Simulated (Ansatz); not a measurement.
**Zr: pressure up to the limit of the methods**

How does Zr (sc type) answer strong compression? The runs shown use PAW. Its runs: cell relaxed at zero pressure (PAW); volume scaled by 1 (PAW); volume scaled by 0.92 (PAW); volume scaled by 0.84 (PAW); volume scaled by 0.76 (PAW); volume scaled by 0.68 (PAW and PAW (core large)); volume scaled by 0.6 (PAW); volume scaled by 0.52 (PAW and PAW (core large)); volume scaled by 0.45 (PAW and PAW (core large)).

Program: Ansatz 0.2.0. Level of theory: DFT PBEsol, with the methods named in each step. These are calculated values, not measurements.

### 1 The structure to begin with

The structure is cubic, space group Pm-3m (No. 221). Conventional cell: a = 2.895 Å, b = 2.895 Å, c = 2.895 Å, α = 90.00°, β = 90.00°, γ = 90.00°. Zr (site symmetry m-3m) is surrounded by 6 Zr at 2.90 Å.

Coordinates:

```xyz
1
Lattice="2.8951 0.0000 0.0000 0.0000 2.8951 0.0000 0.0000 0.0000 2.8951" Properties=species:S:1:pos:R:3 pbc="T T T"
Zr    0.0000    0.0000    0.0000
```

Whether this phase is the stable one at these pressures isn't tested.

### 2 Cell relaxed at zero pressure, PAW

Input file input.yaml:

```yaml
crystal:
  lattice:
    - [2.8950514099, 0.0, 0.0]
    - [0.0, 2.8950514099, 0.0]
    - [0.0, 0.0, 2.8950514099]
  atoms:
    - { symbol: Zr, position: [0.0, 0.0, 0.0] }
kpoints:
  mp_grid: { grid: [13, 13, 13] }
scf:
  occupations: { method: fermi_dirac, width: 0.1 }
hamiltonian:
  xc: pbesol
  pseudopotentials: { kind: paw }
output:
  forces: true
  stress: true
  write_density: true
  write_potential: true
  elf: true
  volumetric_format: npy
relax:
  f_tol: 0.005
  max_steps: 40
  cell: {}
```

Run with:

```sh
$ ansatz run input.yaml --threads 1 --pin off --max-ram 2048MiB --backend cpu --events-out ev --progress --plain --runs-dir out
```

After this run come: Volume scaled by 1, PAW; Volume scaled by 0.92, PAW; Volume scaled by 0.84, PAW; Volume scaled by 0.76, PAW; Volume scaled by 0.68, PAW; Volume scaled by 0.68, PAW (core large); Volume scaled by 0.6, PAW; Volume scaled by 0.52, PAW; Volume scaled by 0.52, PAW (core large); Volume scaled by 0.45, PAW; Volume scaled by 0.45, PAW (core large).

Before running it: what results should come out? Wanted: PAW pressure at 0.45 of the volume; PAW; fitted bulk modulus at zero pressure.

The runs gave:

| quantity | value |
| --- | --- |
| PAW pressure at 0.45 of the volume | 288.6 GPa |
| PAW (core large) pressure at 0.45 of the volume | 288.6 GPa |
| fitted bulk modulus at zero pressure (PAW) | 64 GPa |
| its pressure derivative | 4.21 |

In words: At 0.45 of the starting volume PAW gives 289 GPa. One third-order Birch-Murnaghan curve follows these points (B₀ = 64 GPa, B′ = 4.21, misfit at most 0.45 GPa). A fit over so wide a range leans to the high pressures, so B₀ can be off by several per cent. No all-electron run checks these rows here, and frozen cores can fail under such compression. The ions are at rest, and the electrons smeared by 0.1 eV.
